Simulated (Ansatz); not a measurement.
**C₄H₁₁AlN₂: vertical ionisation energy**

How much energy removes an electron from C₄H₁₁AlN₂ at fixed geometry? The cation is run at each level and the neutral's energy taken from earlier runs.

Computed with Ansatz 0.2.0, Gaussian basis. Level: unrestricted cation, the program's frozen cores in correlated methods.

Levels to be run: UKS PBE-D4/def2-TZVPP; UKS r2SCAN-D4/def2-TZVPP; UKS PBE0-D4/def2-TZVPP; UKS B3LYP-D4/def2-TZVPP; UKS wB97X-V/def2-TZVPP; UKS wB97M-V/def2-TZVPP; UKS B2PLYP/def2-TZVPP; UHF-CCSD(T)/def2-TZVPP; UHF-MP2/def2-QZVPP; extrapolation to the limit; then −ε(HOMO) from the neutral's earlier runs with LDA (SPW92), PBE-D4, revPBE-D4, BLYP-D4, r2SCAN-D4, B97M-V, PBE0-D4, B3LYP-D4, r2SCANh-D4, r2SCAN0-D4, HSE06-D4, BHLYP-D4, CAM-B3LYP-D4, LC-ωPBE, ωB97X-V, ωB97M-V.

**1. Structure used throughout**

The geometry comes from an earlier relaxation with PBE0-D4 in a triple-zeta def2 set; it is a stationary point, not always the lowest conformer.

SMILES `CC1=[N+](C)[AlH2-][N]1C`, 18 atoms, charge 0, spin multiplicity 1.

Atoms are counted from 1 here; the program's logs count them from 0.

Bond lengths: C1–C2 1.490 Å, C1–H8 1.090 Å, C1–H9 1.089 Å, C1–H10 1.094 Å, C2–N3 1.326 Å, C2–N6 1.326 Å, N3–C4 1.434 Å, N3–Al5 1.931 Å, C4–H11 1.097 Å, C4–H12 1.090 Å, C4–H13 1.096 Å, Al5–N6 1.931 Å, Al5–H14 1.595 Å, Al5–H15 1.594 Å, N6–C7 1.434 Å, C7–H16 1.090 Å, C7–H17 1.096 Å, C7–H18 1.097 Å. Angles: C2–C1–H8 111.1°, C2–C1–H9 111.2°, C2–C1–H10 109.5°, H8–C1–H9 109.3°, H8–C1–H10 107.8°, H9–C1–H10 107.9°, C1–C2–N3 124.5°, C1–C2–N6 124.6°, N3–C2–N6 110.9°, C2–N3–C4 123.9°, C2–N3–Al5 90.1°, C4–N3–Al5 146.0°, N3–C4–H11 112.6°, N3–C4–H12 109.0°, N3–C4–H13 112.6°, H11–C4–H12 107.2°, H11–C4–H13 107.9°, H12–C4–H13 107.3° and more.

**2. Cation, UKS PBE-D4/def2-TZVPP**

File in.yaml:

```yaml
crystal:
  periodic: [false, false, false]
  atoms:
    - {symbol: C, position_ang: [1.302531, 0.190398, 1.099477]}
    - {symbol: C, position_ang: [0.163320, 0.009157, 0.156463]}
    - {symbol: N, position_ang: [0.233614, -0.661563, -0.984867]}
    - {symbol: C, position_ang: [1.420532, -1.311469, -1.458656]}
    - {symbol: Al, position_ang: [-1.614051, -0.236065, -1.352196]}
    - {symbol: N, position_ang: [-1.048539, 0.516107, 0.334424]}
    - {symbol: C, position_ang: [-1.428368, 1.304163, 1.470436]}
    - {symbol: H, position_ang: [1.980903, -0.661534, 1.062463]}
    - {symbol: H, position_ang: [0.949550, 0.325673, 2.121223]}
    - {symbol: H, position_ang: [1.870432, 1.082651, 0.819269]}
    - {symbol: H, position_ang: [1.742067, -2.130502, -0.803238]}
    - {symbol: H, position_ang: [1.221000, -1.743164, -2.439375]}
    - {symbol: H, position_ang: [2.263382, -0.619383, -1.571784]}
    - {symbol: H, position_ang: [-1.822334, 0.838587, -2.512023]}
    - {symbol: H, position_ang: [-2.620139, -1.466681, -1.229461]}
    - {symbol: H, position_ang: [-2.460288, 1.631964, 1.345186]}
    - {symbol: H, position_ang: [-0.811730, 2.203496, 1.584759]}
    - {symbol: H, position_ang: [-1.379481, 0.739466, 2.409797]}
basis:
  gaussian: {orbitals: def2-TZVPP}
total_charge: 1
magnetization: {spin_polarized: true, initial_magnetization: 1}
hamiltonian: {xc: pbe, dispersion: d4}
```

Run with:

```bash
> ansatz run in.yaml --threads 2 --pin off --events-out ev --progress --plain --max-ram 32768MiB --backend cuda --devices 0, --max-vram 18GiB
```

Further steps of the session: Cation, UKS r2SCAN-D4/def2-TZVPP; Cation, UKS PBE0-D4/def2-TZVPP; Cation, UKS B3LYP-D4/def2-TZVPP; Cation, UKS wB97X-V/def2-TZVPP; Cation, UKS wB97M-V/def2-TZVPP; Cation, UKS B2PLYP (frozen core)/def2-TZVPP; Cation, UHF-CCSD(T)/def2-TZVPP; Cation, UHF-MP2/def2-QZVPP.

Q: Predict the results of all the runs planned. Wanted: ionisation energy, CCSD(T)/CBS; nearest functional by difference; nearest −ε(HOMO); −ε(HOMO) of PBE; T1 of the cation.

**Answer**, as computed:

| quantity | value |
| --- | --- |
| ionisation energy, CCSD(T)/CBS | 8.42 eV |
| nearest functional by difference | ωB97M-V (-0.16 eV) |
| nearest −ε(HOMO) | ωB97M-V (+0.17 eV) |
| −ε(HOMO) of PBE | 5.18 eV |
| T1 of the cation | 0.024 |

In words: By cation minus neutral, the functionals miss by 0.38 eV at most. The PBE orbital energy is 3.2 eV too small: a semilocal HOMO is no ionisation energy. Among orbital estimates ωB97M-V comes nearest. Hartree-Fock falls 1.58 eV short, as the neutral has more correlation energy than the cation. The cation may have settled in a state other than its lowest; no search over hole states beyond the program's own was made.
